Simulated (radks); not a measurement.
# Ta inside a hard spherical wall

What does compression do to the levels of Ta? A hard sphere of shrinking radius stands in for pressure; the configuration is held at [Xe] 4f14 5d3 6s2.

Method: scalar-relativistic Kohn-Sham, LDA (Slater exchange, VWN5 correlation), spin-polarised, spherical densities, finite nucleus; open shells are filled with parallel spins first. Code: radks (a radial shooting solver on a logarithmic mesh, Libxc functionals) version 1.

**1. Starting point**

* element: tantalum (Z = 73)
* charge: 0
* electrons: 73
* configuration: [Xe] 4f14 5d3 6s2
* nuclear rms radius: 5.3507 fm

Outer shells as boxes (Hund's rule):

Ta
```
[Xe] core
4f [↑↓][↑↓][↑↓][↑↓][↑↓][↑↓][↑↓]
5d [↑ ][↑ ][↑ ][  ][  ]
6s [↑↓]
```

**2. The free atom**

Settings of this run:

```text
Z 73
configuration [Xe] 4f14 5d3 6s2 6p0 7s0 5f0
relativity scalar-relativistic
functional lda,vwn5
spin polarised
nucleus finite rms 5.3507 fm
c 137.035999084
```

**3. Wall at 20 bohr**

Changes since step 2:

```diff
@@ -6,2 +6,3 @@
 nucleus finite rms 5.3507 fm
+wall 20 bohr
 c 137.035999084
```

**4. Wall at 12 bohr**

Changes since step 3:

```diff
@@ -6,3 +6,3 @@
 nucleus finite rms 5.3507 fm
-wall 20 bohr
+wall 12 bohr
 c 137.035999084
```

**5. Wall at 8 bohr**

Changes since step 4:

```diff
@@ -6,3 +6,3 @@
 nucleus finite rms 5.3507 fm
-wall 12 bohr
+wall 8 bohr
 c 137.035999084
```

**6. Wall at 6 bohr**

Changes since step 5:

```diff
@@ -6,3 +6,3 @@
 nucleus finite rms 5.3507 fm
-wall 8 bohr
+wall 6 bohr
 c 137.035999084
```

**7. Wall at 4 bohr**

Changes since step 6:

```diff
@@ -6,3 +6,3 @@
 nucleus finite rms 5.3507 fm
-wall 6 bohr
+wall 4 bohr
 c 137.035999084
```

**8. Wall at 2.5 bohr**

Changes since step 7:

```diff
@@ -6,3 +6,3 @@
 nucleus finite rms 5.3507 fm
-wall 4 bohr
+wall 2.5 bohr
 c 137.035999084
```

**9. Wall at 2 bohr**

Changes since step 8:

```diff
@@ -6,3 +6,3 @@
 nucleus finite rms 5.3507 fm
-wall 2.5 bohr
+wall 2 bohr
 c 137.035999084
```

Q: Predict the outcome of this session. Wanted: for each run, R; E − E(free); ε(5d); ε(6p, empty); ε(7s, empty); ε(5f, empty); pressure.

The runs gave:

```
R (bohr)  E − E(free) (eV)  ε(5d) (eV)  ε(6p, empty) (eV)  ε(7s, empty) (eV)  ε(5f, empty) (eV)  pressure (GPa)
    free             0.000      -4.343             -1.663             -0.077                  -               0
      20            -0.000      -4.343             -1.663              0.012              1.477        < 0.0001
      12             0.001      -4.338             -1.636              0.729              3.336        0.000936
       8             0.153      -4.089             -1.091              4.166              6.677           0.241
       6             1.585      -2.906              1.094             12.523             11.662            4.44
       4            18.113       3.314             14.277             50.098             27.577             127
     2.5            177.31      31.892             87.319             212.76             80.059            4526
       2            490.08      70.617             186.22             408.37             137.66           23505
```

Eigenvalues are for spin up. At the tightest wall, 2 bohr, the energy stands 490.08 eV above the free atom and the pressure, −dE/dV, is 23505 GPa. Of the levels in the table that exist at both ends, 7s (empty) rises most from the free atom (408.44 eV). From R = 4 bohr inwards the highest occupied level lies above zero, pushed up by confinement. Shells are not refilled when levels cross, and a hard wall is a model, not a crystal.
